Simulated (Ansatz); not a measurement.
# In3As (Pm-3m) in Ansatz: equation of state

How stiff is In3As in PBEsol, and what volume does it want? The cell is scaled to several volumes.

Everything below comes from runs of Ansatz 0.2.0. Logs are shortened: lines on timing, memory, paths and dates and some standing lists are left out, and cuts for length are marked.

## (1) Starting point

The structure is cubic, space group Pm-3m (No. 221). Conventional cell: a = 4.672 Å, b = 4.672 Å, c = 4.672 Å, α = 90.00°, β = 90.00°, γ = 90.00°. In (site symmetry 4/mmm) has 8 In at 3.30 Å and 4 As at 3.30 Å as nearest neighbours. As (site symmetry m-3m) is surrounded by 12 In at 3.30 Å.

The cell comes from a database or a generator and needn't be the stable form of this composition.

## (2) Single point, PBEsol, 23.96 Å³/atom (volume scaled by 0.94)

File input.yaml:

```yaml
crystal:
  lattice:
    - [4.576313812, 0.0, 0.0]
    - [0.0, 4.576313812, 0.0]
    - [0.0, 0.0, 4.576313812]
  atoms:
    - { symbol: In, position: [0.5, 0.5, 0.0] }
    - { symbol: In, position: [0.5, 0.0, 0.5] }
    - { symbol: In, position: [0.0, 0.5, 0.5] }
    - { symbol: As, position: [0.0, 0.0, 0.0] }
hamiltonian:
  xc: pbesol
  pseudopotentials: { kind: paw }
kpoints:
  mp_grid: { grid: [6, 6, 6] }
scf:
  occupations: { method: fermi_dirac, width: 0.05 }
output:
  forces: true
  stress: true
  eigenvalues: true
  write_density: true
  write_potential: true
  elf: true
  volumetric_format: npy
```

Potentials or basis: Ansatz PAW.

Run with:

```sh
ansatz run input.yaml --threads 2 --pin off --max-ram 5632MiB --backend cpu --events-out ev --progress --plain --runs-dir out
```

Output:

```text
Warning: RAYON_NUM_THREADS=2 ignored (pool sized by the plan → 2); use --threads N
Engine: ansatz 0.2.0, aarch64-unknown-linux-gnu
Pseudopotentials: kind: paw
Pseudopotential: In, paw, valence charge 13, recommended cutoff 420 eV (normal), In.paw.azcp
Pseudopotential: As, paw, valence charge 15, recommended cutoff 420 eV (normal), As.paw.azcp
Functional definition: PBEsol
  exchange = pbesol_x
  correlation = pbesol_c
Crystal: 4 atoms, lattice volume = 95.840 Å³
Basis set: ecut = 420 eV, 1863 PW (Γ), exchange–correlation on 64×64×64 points (8 copies of the dense FFT grid, shifted against one another)
Bands: 33, of which v1, the nominal top of the filled ones, is band 27 counted from 1 (26 counted from 0)
Symmetry: 48 space group operations
Space group: Pm-3m (ITA 221), of the structure as read, at distance tolerance 4.6e-5 Å
k-points: 20 of 216
Non-local potential: In, projectors of the file, l = 0: 2, l = 1: 2, l = 2: 2, l = 3: 2
Non-local potential: As, projectors of the file, l = 0: 2, l = 1: 2, l = 2: 3, l = 3: 1
PAW form: soft (Blöchl's): semilocal exchange-correlation on the pseudo side does not see the compensation charge
PAW frozen core: In, regenerated for the run's functional, and the local potential with it (the file was generated under x = pbe(κ = 0.804, μ = 0.2195149727645171), c = pbe(β = 0.06672455060314922))
PAW frozen core: As, regenerated for the run's functional, and the local potential with it (the file was generated under x = pbe(κ = 0.804, μ = 0.2195149727645171), c = pbe(β = 0.06672455060314922))
PAW one-centre angular grid: In, 590 points (default); XC on 64 Gauss nodes
PAW one-centre angular grid: As, 590 points (default); XC on 64 Gauss nodes
Initial density: superposition of atomic densities (neutral atoms: chi_scale 0, normalization atom), corrected by the library's trained network
Initial wavefunctions: pseudopotential atomic-orbital guess
Functional: x = pbesol(κ = 0.804, μ = 0.12345679012345678), c = pbesol(β = 0.046)
SCF iter   1: F=—  HF=-21388.945271 eV  |F-HF|=—  |Δ(HF+E_count)|=         —  Δρ=3.59e-3  dr2=1.50e-2  ethr=1.77e-3  ⟨swp⟩=6.8  Hψ=2737  notcnv=0
preconditioner: auto → Kerker (q_TF=auto, 2.480 Å⁻¹)  [metal: Δε(μ)=0.077 eV  Ē_g=14.206 eV  σ=0.050 eV  W_gap=0.36  n_scr=26 (ndim 8)  ℏωp=25.2 eV  f_vac=0.000  D(μ)=2.19/eV (n_scr^D=18)]
SCF iter   2: F=—  HF=-21388.937541 eV  |F-HF|=—  |Δ(HF+E_count)|=   7.73e-3  Δρ=1.88e-3  dr2=3.68e-3  ethr=2.78e-5  ⟨swp⟩=2.1  Hψ=1286  notcnv=0  defer=7
SCF iter   3: F=—  HF=-21388.936457 eV  |F-HF|=—  |Δ(HF+E_count)|=   1.08e-3  Δρ=3.94e-4  dr2=2.58e-4  ethr=6.81e-6  ⟨swp⟩=2.4  Hψ=1187  notcnv=0  defer=9
SCF iter   4: F=—  HF=-21388.936377 eV  |F-HF|=—  |Δ(HF+E_count)|=   7.94e-5  Δρ=2.19e-4  dr2=5.11e-5  ethr=4.77e-7  ⟨swp⟩=2.0  Hψ=1178  notcnv=0  defer=9
SCF iter   5: F=—  HF=-21388.936383 eV  |F-HF|=—  |Δ(HF+E_count)|=   6.03e-6  Δρ=9.29e-5  dr2=7.83e-6  ethr=9.47e-8  ⟨swp⟩=2.0  Hψ=1083  notcnv=0  defer=9
SCF iter   6: F=—  HF=-21388.936381 eV  |F-HF|=—  |Δ(HF+E_count)|=   2.24e-6  Δρ=4.60e-5  dr2=1.58e-6  ethr=1.45e-8  ⟨swp⟩=2.0  Hψ=1186  notcnv=0  defer=9
SCF iter   7: F=—  HF=-21388.936380 eV  |F-HF|=—  |Δ(HF+E_count)|=   6.49e-7  Δρ=1.31e-5  dr2=1.50e-7  ethr=2.93e-9  ⟨swp⟩=2.4  Hψ=1127  notcnv=0  defer=9
SCF iter   8: F=-21388.936380 eV  HF=-21388.936380 eV  |F-HF|=4.86e-9  |Δ(HF+E_count)|=   7.52e-8  Δρ=2.23e-6  dr2=5.69e-9  ethr=1.85e-10  ⟨swp⟩=10.9  Hψ=4143  notcnv=0
SCF 1 converged in 8 iterations: F = -21388.936380 eV  dr2 = 5.69e-9
SCF converged after 8 iterations
Free energy (F): -21388.936380 eV
Harris-Foulkes:  -21388.936380 eV  (|F-HF|=4.86e-9)
Internal energy: -21388.919194 eV  (E = F + TS)
E sigma→0 (E₀):  -21388.927787 eV
Entropy (-TS):   -0.017187 eV (-4.297 meV/atom)
Fermi energy:    10.578649 eV
--- Per-component energies (eV) ---
  E_band       = -275.780665
  E_kinetic    = 827.473027
  E_local      = -4757.200327  (includes V_loc(G=0)·N_el)
  E_nonlocal   = 433.643397
  E_hartree    = 2131.603287
  E_xc         = -721.821894
  E_vxc        = -381.580397  (∫ρ·V_xc dr)
  E_paw        = -14035.173766  (= ΣΔE_a)
  E_vpaw       = -661.318931  (= ΣTr[D̂ρ^β])
  E_aug_tail   = 0.000085  (compensation charges beyond the density's cutoff)
  E_ewald      = -5269.117140
  E_core_change = 1.674136  (= ΣΔE_core)
  E_smearing   = -0.017187  (= −TS)
  E_closure    = 0.000000  (closes the sum)
  Σ components = -21388.936380   (vs F -21388.936380, Δ=0.00e0)
--- Forces (eV/Å), atoms counted from 1 ---
  atom   1  In     0.00000000    -0.00000000    -0.00000000
  atom   2  In    -0.00000000    -0.00000000     0.00000000
  atom   3  In     0.00000000     0.00000000     0.00000000
  atom   4  As     0.00000000    -0.00000000    -0.00000000
  max |Σ_I F_I| component: 6.36e-29 eV/Å
--- Stress (GPa, compression-positive) ---
        0.361834       0.000000       0.000000
        0.000000       0.361834       0.000000
        0.000000       0.000000       0.361834
  P = ⅓ Tr σ = 0.3618 GPa (3.618 kbar)
--- Band table (eV; the first three rows and the last of 20) ---
  k-point 0: bands = ["-24.8983", "-24.8983", "-24.8983", "-24.8981", "-24.8981", "-4.1179", "-4.0900", "-4.0900", "-4.0900", "-3.8922", "-3.8922", "-3.6948", "-3.6948", "-3.6948", "-3.6167", "-3.6167", "-3.4969", "-3.4573", "-3.4573", "-3.4573", "-0.9832", "4.3213", "7.4831", "7.4831", "7.4831", "8.7885", "8.7885", "12.7429", "12.7429", "12.7429", "15.2899", "15.2899", "15.2899"]
  k-point 1: bands = ["-24.8983", "-24.8983", "-24.8983", "-24.8981", "-24.8981", "-4.0851", "-4.0834", "-4.0544", "-4.0544", "-3.8871", "-3.8671", "-3.7014", "-3.6990", "-3.6990", "-3.6406", "-3.6161", "-3.5172", "-3.5032", "-3.5032", "-3.4573", "-0.8429", "3.9270", "6.6645", "7.7084", "7.7084", "8.9297", "10.2799", "12.2843", "12.3687", "12.3687", "14.1240", "14.8398", "14.8398"]
  k-point 2: bands = ["-24.8983", "-24.8983", "-24.8983", "-24.8981", "-24.8980", "-4.0696", "-4.0037", "-3.9554", "-3.9554", "-3.8742", "-3.8041", "-3.7154", "-3.7145", "-3.7145", "-3.7078", "-3.6162", "-3.6157", "-3.6157", "-3.5692", "-3.4573", "-0.4874", "3.0129", "6.2855", "8.3233", "8.3233", "9.3027", "10.8527", "11.2493", "11.2493", "12.6419", "13.3868", "15.0281", "15.0281"]
  k-point 19: bands = ["-24.8984", "-24.8984", "-24.8984", "-24.8978", "-24.8978", "-4.0455", "-3.9728", "-3.9728", "-3.9728", "-3.8947", "-3.8947", "-3.8947", "-3.6792", "-3.6792", "-3.6792", "-3.6384", "-3.6384", "-3.4964", "-3.4964", "-3.4964", "0.8135", "6.3104", "6.3104", "6.3104", "6.3201", "6.3201", "6.3201", "6.9516", "15.5818", "15.5818", "15.5818", "19.7996", "19.7996"]
```

v_z.tsv:

```text
# z_ang	v_es[eV]	v_tot[eV]
# format = ansatz-planar-average/11
# xc	pbesol
# density_cutoff_ev	1680
# datasets	In=:simpson_from_first_knot:soft:shift=-803670	As=:simpson_from_first_knot:soft:shift=-1129921
# lattice	4.576313812	0.000000000	0.000000000
# lattice	0.000000000	4.576313812	0.000000000
# lattice	0.000000000	0.000000000	4.576313812
# sites	4
# site	49	2.288156906	2.288156906	0.000000000
# site	49	2.288156906	0.000000000	2.288156906
# site	49	0.000000000	2.288156906	2.288156906
# site	33	0.000000000	0.000000000	0.000000000
0.000000	4.532582e0	-7.410796e0
0.143010	4.577042e0	-7.260285e0
0.286020	4.783852e0	-6.739936e0
0.429029	5.315400e0	-5.714429e0
0.572039	6.306871e0	-4.124119e0
0.715049	7.722600e0	-2.118584e0
[... 24 lines left out ...]
4.290294	4.783852e0	-6.739936e0
4.433304	4.577042e0	-7.260285e0
```

Run time: 2.1 s. Hardware: 2 threads of Arm Neoverse V2, shared host; peak memory 0.38 GiB.

What came out:

* Free energy: -21388.9364 eV
* Pressure: 0.4 GPa
* Band gap on the k mesh: none (metal or under the smearing width)

Caveat: the PAW data sets come from PBE, with cores solved anew for the run's functional, which leaves a small shift of forces and pressure.

## (3) Single point, PBEsol, 24.47 Å³/atom (volume scaled by 0.96)

input.yaml, as its differences from that of step 2:

```diff
@@ -2,5 +2,5 @@
   lattice:
-    - [4.576313812, 0.0, 0.0]
-    - [0.0, 4.576313812, 0.0]
-    - [0.0, 0.0, 4.576313812]
+    - [4.6085424358, 0.0, 0.0]
+    - [0.0, 4.6085424358, 0.0]
+    - [0.0, 0.0, 4.6085424358]
   atoms:
```

Potentials or basis: Ansatz PAW.

Run with:

```sh
ansatz run input.yaml --threads 2 --pin off --max-ram 5632MiB --backend cpu --events-out ev --progress --plain --runs-dir out
```

It took 2.1 s on 2 threads of Arm Neoverse V2, shared host; peak memory 0.39 GiB.

Results (log left out):

```
Free energy            : -21388.9343 eV
Pressure               : -0.7 GPa
Band gap on the k mesh : none (metal or under the smearing width)
```

Caveat: the PAW data sets come from PBE, with cores solved anew for the run's functional, which leaves a small shift of forces and pressure.

## (4) Single point, PBEsol, 24.98 Å³/atom (volume scaled by 0.98)

input.yaml, as its differences from that of step 3:

```diff
@@ -2,5 +2,5 @@
   lattice:
-    - [4.6085424358, 0.0, 0.0]
-    - [0.0, 4.6085424358, 0.0]
-    - [0.0, 0.0, 4.6085424358]
+    - [4.6403264915, 0.0, 0.0]
+    - [0.0, 4.6403264915, 0.0]
+    - [0.0, 0.0, 4.6403264915]
   atoms:
@@ -21,5 +21 @@
   eigenvalues: true
-  write_density: true
-  write_potential: true
-  elf: true
-  volumetric_format: npy
```

Run with:

```sh
ansatz run input.yaml --threads 2 --pin off --max-ram 5632MiB --backend cpu --events-out ev --progress --plain --runs-dir out
```

It took 1.7 s on 2 threads of Arm Neoverse V2, shared host; peak memory 0.38 GiB.

The run converged. Its results:

- Free energy: -21388.9198 eV
- Pressure: -1.6 GPa
- Band gap on the k mesh: none (metal or under the smearing width)

Caveat: the PAW data sets come from PBE, with cores solved anew for the run's functional, which leaves a small shift of forces and pressure.

## (5) Single point, PBEsol, 25.49 Å³/atom

input.yaml, as its differences from that of step 4:

```diff
@@ -2,5 +2,5 @@
   lattice:
-    - [4.6403264915, 0.0, 0.0]
-    - [0.0, 4.6403264915, 0.0]
-    - [0.0, 0.0, 4.6403264915]
+    - [4.671681, 0.0, 0.0]
+    - [0.0, 4.671681, 0.0]
+    - [0.0, 0.0, 4.671681]
   atoms:
```

Run with:

```sh
ansatz run input.yaml --threads 2 --pin off --max-ram 5632MiB --backend cpu --events-out ev --progress --plain --runs-dir out
```

It took 1.7 s on 2 threads of Arm Neoverse V2, shared host; peak memory 0.38 GiB.

The run converged. Its results:

- Free energy: -21388.8945 eV
- Pressure: -2.4 GPa
- Band gap on the k mesh: none (metal or under the smearing width)

Caveat: the PAW data sets come from PBE, with cores solved anew for the run's functional, which leaves a small shift of forces and pressure.

## (6) Single point, PBEsol, 26.00 Å³/atom (volume scaled by 1.02)

input.yaml, as its differences from that of step 5:

```diff
@@ -2,5 +2,5 @@
   lattice:
-    - [4.671681, 0.0, 0.0]
-    - [0.0, 4.671681, 0.0]
-    - [0.0, 0.0, 4.671681]
+    - [4.7026201864, 0.0, 0.0]
+    - [0.0, 4.7026201864, 0.0]
+    - [0.0, 0.0, 4.7026201864]
   atoms:
```

Potentials or basis: Ansatz PAW.

Run with:

```sh
ansatz run input.yaml --threads 2 --pin off --max-ram 5632MiB --backend cpu --events-out ev --progress --plain --runs-dir out
```

Wall time 1.7 s (2 threads of Arm Neoverse V2, shared host); peak memory 0.38 GiB.

It converged, with:

* Free energy: -21388.8595 eV
* Pressure: -3.1 GPa
* Band gap on the k mesh: none (metal or under the smearing width)

Caveat: the PAW data sets come from PBE, with cores solved anew for the run's functional, which leaves a small shift of forces and pressure.

## (7) Single point, PBEsol, 26.51 Å³/atom (volume scaled by 1.04)

input.yaml, as its differences from that of step 6:

```diff
@@ -2,5 +2,5 @@
   lattice:
-    - [4.7026201864, 0.0, 0.0]
-    - [0.0, 4.7026201864, 0.0]
-    - [0.0, 0.0, 4.7026201864]
+    - [4.7331575368, 0.0, 0.0]
+    - [0.0, 4.7331575368, 0.0]
+    - [0.0, 0.0, 4.7331575368]
   atoms:
```

Run with:

```sh
ansatz run input.yaml --threads 2 --pin off --max-ram 5632MiB --backend cpu --events-out ev --progress --plain --runs-dir out
```

Wall time 1.8 s (2 threads of Arm Neoverse V2, shared host); peak memory 0.39 GiB.

It converged, with:

| Item | Value |
| --- | --- |
| Free energy | -21388.8160 eV |
| Pressure | -3.7 GPa |
| Band gap on the k mesh | none (metal or under the smearing width) |

Caveat: the PAW data sets come from PBE, with cores solved anew for the run's functional, which leaves a small shift of forces and pressure.

## (8) Single point, PBEsol, 27.02 Å³/atom (volume scaled by 1.06)

input.yaml, as its differences from that of step 7:

```diff
@@ -2,5 +2,5 @@
   lattice:
-    - [4.7331575368, 0.0, 0.0]
-    - [0.0, 4.7331575368, 0.0]
-    - [0.0, 0.0, 4.7331575368]
+    - [4.7633058499, 0.0, 0.0]
+    - [0.0, 4.7633058499, 0.0]
+    - [0.0, 0.0, 4.7633058499]
   atoms:
@@ -21 +21,5 @@
   eigenvalues: true
+  write_density: true
+  write_potential: true
+  elf: true
+  volumetric_format: npy
```

Run with:

```sh
ansatz run input.yaml --threads 2 --pin off --max-ram 5632MiB --backend cpu --events-out ev --progress --plain --runs-dir out
```

It took 2.3 s on 2 threads of Arm Neoverse V2, shared host; peak memory 0.4 GiB.

Results (log left out):

```yaml
Free_energy: -21388.7649 eV
Pressure: -4.3 GPa
Band_gap_on_the_k_mesh: none (metal or under the smearing width)
```

Caveat: the PAW data sets come from PBE, with cores solved anew for the run's functional, which leaves a small shift of forces and pressure.

## (9) Equation of state, PBEsol

Potentials or basis: Ansatz PAW.

No new run: the results of the series are fitted here.

What came out:

```yaml
Equilibrium_volume: 24.13 Å³/atom
Bulk_modulus: 50 GPa
Pressure_derivative_of_the_bulk_modulus: 4.8
```

Energy against volume, from the lowest point:
| volume (Å³/atom) | energy (meV/atom) |
| --- | --- |
| 23.960 | 0.00 |
| 24.470 | 0.52 |
| 24.980 | 4.13 |
| 25.489 | 10.47 |
| 25.999 | 19.21 |
| 26.509 | 30.09 |
| 27.019 | 42.86 |
